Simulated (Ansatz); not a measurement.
**C₂H₆O₂Si₂: small, medium and large basis sets**

The task here is to estimate one member of a computed series from the others.

The runs use Ansatz 0.2.0, Gaussian basis; one geometry, several basis sets.

Levels to be run: PBE0-D4/def2-SVP; ωB97M-V/def2-SVP; PBE0-D4/def2-QZVPP; ωB97M-V/def2-QZVPP; the functionals' def2-TZVPP values are taken from earlier runs.

## The relaxed structure

All runs share one geometry, relaxed beforehand with PBE0-D4 in a triple-zeta def2 set.

SMILES `O[SiH2]C#C[SiH2]O`, 12 atoms, charge 0, spin multiplicity 1.

Atoms are counted from 1 here; the program's logs count them from 0.

Bond lengths: O1–Si2 1.641 Å, O1–H7 0.958 Å, Si2–C3 1.831 Å, Si2–H8 1.485 Å, Si2–H9 1.478 Å, C3–C4 1.216 Å, C4–Si5 1.831 Å, Si5–O6 1.641 Å, Si5–H10 1.485 Å, Si5–H11 1.478 Å, O6–H12 0.958 Å. Angles: Si2–O1–H7 117.9°, O1–Si2–C3 111.3°, O1–Si2–H8 112.2°, O1–Si2–H9 106.1°, C3–Si2–H8 106.8°, C3–Si2–H9 109.7°, H8–Si2–H9 110.8°, Si2–C3–C4 178.8°, C3–C4–Si5 178.8°, C4–Si5–O6 111.3°, C4–Si5–H10 106.8°, C4–Si5–H11 109.7°, O6–Si5–H10 112.2°, O6–Si5–H11 106.1°, H10–Si5–H11 110.8°, Si5–O6–H12 117.9°.

Set-up of the first run:

The input, in.yaml:

```yaml
crystal:
  periodic: [false, false, false]
  atoms:
    - {symbol: O, position_ang: [2.827765, 1.577019, 0.554668]}
    - {symbol: Si, position_ang: [2.389122, -0.003188, 0.605790]}
    - {symbol: C, position_ang: [0.603924, -0.208665, 0.254586]}
    - {symbol: C, position_ang: [-0.586647, -0.334325, 0.042721]}
    - {symbol: Si, position_ang: [-2.371845, -0.541724, -0.307352]}
    - {symbol: O, position_ang: [-2.831014, 0.348894, -1.606598]}
    - {symbol: H, position_ang: [2.334384, 2.197633, 1.092820]}
    - {symbol: H, position_ang: [2.636749, -0.611063, 1.937405]}
    - {symbol: H, position_ang: [3.183461, -0.683072, -0.438344]}
    - {symbol: H, position_ang: [-2.602478, -1.993793, -0.513093]}
    - {symbol: H, position_ang: [-3.164659, -0.040182, 0.834283]}
    - {symbol: H, position_ang: [-2.341862, 0.237366, -2.422985]}
basis:
  gaussian: {orbitals: def2-SVP}
hamiltonian: {xc: pbe0, dispersion: d4}
output: {orbitals: {seedname: orbitals}}
```

Steps of the session up to this table: PBE0-D4 in def2-SVP; ωB97M-V in def2-SVP; PBE0-D4 in def2-QZVPP; ωB97M-V in def2-QZVPP.

One table of the session follows, with a row left open; its other results are not shown here.

It belongs to the step «Functionals by basis». 

| functional | basis | HOMO (eV) |
| --- | --- | --- |
| PBE0-D4 | def2-SVP | -8.17 |
| PBE0-D4 | def2-TZVPP | -8.25 |
| PBE0-D4 | def2-QZVPP | -8.27 |
| ωB97M-V | def2-SVP | -10.34 |
| ωB97M-V | def2-TZVPP | ? |
| ωB97M-V | def2-QZVPP | -10.47 |

**Question.** Estimate the row for ωB97M-V, def2-TZVPP.

As computed: HOMO (eV): -10.45. In the column «HOMO (eV)» it lies between ωB97M-V, def2-QZVPP (-10.47) and ωB97M-V, def2-SVP (-10.34).
